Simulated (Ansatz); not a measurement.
# C₂H₁₀Al₂O₂: basis-set convergence

One table from this session's results is given with a row withheld; the runs are named, their logs left out.

Computed with Ansatz 0.2.0, Gaussian basis. Level: one geometry, several basis sets.

Plan: PBE0-D4/def2-SVP; ωB97M-V/def2-SVP; PBE0-D4/def2-QZVPP; ωB97M-V/def2-QZVPP; the functionals' def2-TZVPP values are taken from earlier runs.

## The relaxed structure

An earlier PBE0-D4 in a triple-zeta def2 set relaxation fixed the geometry.

SMILES `[CH3][Al@H-]1[OH+][Al@@H-]([CH3])[OH+]1`, 16 atoms, charge 0, spin multiplicity 1.

Atoms are counted from 1 here; the program's logs count them from 0.

Bond lengths: C1–Al2 1.950 Å, C1–H7 1.095 Å, C1–H8 1.095 Å, C1–H9 1.095 Å, Al2–O3 1.862 Å, Al2–O6 1.860 Å, Al2–H10 1.590 Å, O3–Al4 1.862 Å, O3–H11 0.958 Å, Al4–C5 1.950 Å, Al4–O6 1.860 Å, Al4–H12 1.590 Å, C5–H13 1.095 Å, C5–H14 1.095 Å, C5–H15 1.095 Å, O6–H16 0.957 Å. Angles: Al2–C1–H7 112.4°, Al2–C1–H8 111.3°, Al2–C1–H9 111.9°, H7–C1–H8 107.2°, H7–C1–H9 107.4°, H8–C1–H9 106.4°, C1–Al2–O3 114.0°, C1–Al2–O6 110.4°, C1–Al2–H10 122.4°, O3–Al2–O6 81.6°, O3–Al2–H10 108.4°, O6–Al2–H10 112.8°, Al2–O3–Al4 98.3°, Al2–O3–H11 121.1°, Al4–O3–H11 121.1°, O3–Al4–C5 114.0°, O3–Al4–O6 81.6°, O3–Al4–H12 108.4° and more.

The first run:

Input file in.yaml:

```yaml
crystal:
  periodic: [false, false, false]
  atoms:
    - {symbol: C, position_ang: [-1.364800, 2.043873, -0.574036]}
    - {symbol: Al, position_ang: [-0.817248, 0.997998, 0.978624]}
    - {symbol: O, position_ang: [0.989066, 0.547907, 0.989996]}
    - {symbol: Al, position_ang: [0.818491, -1.263513, 0.596039]}
    - {symbol: C, position_ang: [1.370155, -1.737542, -1.213755]}
    - {symbol: O, position_ang: [-0.987393, -0.820261, 0.627017]}
    - {symbol: H, position_ang: [-0.911829, 1.680622, -1.501899]}
    - {symbol: H, position_ang: [-1.081000, 3.095768, -0.465446]}
    - {symbol: H, position_ang: [-2.451412, 2.030190, -0.712402]}
    - {symbol: H, position_ang: [-1.246777, 1.382791, 2.459834]}
    - {symbol: H, position_ang: [1.569231, 0.849098, 1.689814]}
    - {symbol: H, position_ang: [1.271007, -2.097931, 1.870997]}
    - {symbol: H, position_ang: [1.033040, -1.007822, -1.956672]}
    - {symbol: H, position_ang: [0.981279, -2.716195, -1.515534]}
    - {symbol: H, position_ang: [2.460295, -1.800898, -1.293723]}
    - {symbol: H, position_ang: [-1.632104, -1.184105, 0.021157]}
basis:
  gaussian: {orbitals: def2-SVP}
hamiltonian: {xc: pbe0, dispersion: d4}
output: {orbitals: {seedname: orbitals}}
```

The run is started by

```console
$ ansatz run in.yaml --threads 4 --pin off --events-out ev --progress --plain --max-ram 11315MiB
```

Among the steps run: PBE0-D4 in def2-SVP; ωB97M-V in def2-SVP; PBE0-D4 in def2-QZVPP; ωB97M-V in def2-QZVPP.

One table of the session follows, with a row left open; its other results are not shown here.

It belongs to the step «Functionals by basis». 

| functional | basis | HOMO (eV) | LUMO (eV) |
| --- | --- | --- | --- |
| PBE0-D4 | def2-SVP | -7.42 | 0.34 |
| PBE0-D4 | def2-TZVPP | -7.48 | -0.07 |
| PBE0-D4 | def2-QZVPP | ? | ? |
| ωB97M-V | def2-SVP | -9.63 | 1.95 |
| ωB97M-V | def2-TZVPP | -9.72 | 1.35 |
| ωB97M-V | def2-QZVPP | -9.73 | 0.62 |

Estimate the missing values for PBE0-D4, def2-QZVPP.

**Answer.** HOMO (eV): -7.49; LUMO (eV): -0.37. In the column «HOMO (eV)» it lies between ωB97M-V, def2-SVP (-9.63) and PBE0-D4, def2-TZVPP (-7.48).
